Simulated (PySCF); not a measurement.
# FGdS (Gd(S)(F)-): the cost of one run

Computed with PySCF 2.14.0. Level: several levels, as the steps say, no spin–orbit coupling.

1 further run of the same task is left out (for a known fault of the program).

## Step 1: Starting geometry

3 atoms, charge -1, spin multiplicity 1.

Bond lengths: Gd1–S2 2.593 Å, Gd1–F3 2.181 Å. Angles: S2–Gd1–F3 132.6°.

Geometry (Å):

```
Gd   -0.21314    0.00000   -0.23039
S     2.16886    0.00000    0.79358
F    -2.20445    0.00000    0.66029
```

Formal oxidation states: Gd +2. Each metal's 8 4f electrons lie in its core potential, so multiplicities, spins and levels count the valence alone. For divalent La, Ce, Gd or Lu the extra electron is normally 5d or 6s, so this core forces an excited configuration. An earlier session relaxed this geometry at PBE0, Gd lcecp-0-SVP with ECP54, S def2-SVP, F def2-SVP (singlet, point group Cs).

At PBE0 on the finer grid: E = -527.614794 Eh, frontier levels not given, since the 4f levels lie in the core, Mulliken charge on Gd1 +0.19 e, largest force component 0.009 eV/Å. 

Levels to run: B3LYP; BP86; PBE0, TZVP. Hardware: 2 threads of Arm Neoverse V2, shared host.

## Step 2: B3LYP

run.py (the lines that set the calculation) reads:

```python
mol = gto.M(atom='''
Gd    -0.21314     0.00000    -0.23039
S      2.16886     0.00000     0.79358
F     -2.20445     0.00000     0.66029''',
    basis={'Gd': 'lcecp-0-SVP', 'S': 'def2-SVP', 'F': 'def2-SVP'},
    ecp={'Gd': 'lcecp-0-SVP'},
    charge=-1, spin=0)
mf = dft.RKS(mol, xc='B3LYP')
mf.grids.atom_grid = (75, 302)  # f atoms: unpruned, at least (60, 302)
mf = mf.density_fit()  # fitting sets: Gd AutoAux, S def2-universal-JKFIT, F def2-universal-JKFIT
mf.conv_tol = 1e-08; mf.max_cycle = 55
mf.kernel(dm0)  # dm0: the density of the relaxed state
```

Command:

```console
$ OMP_NUM_THREADS=2 python run.py
```

**Question.** How long does this run take on 2 threads of Arm Neoverse V2, shared host?

About 1.7 s.
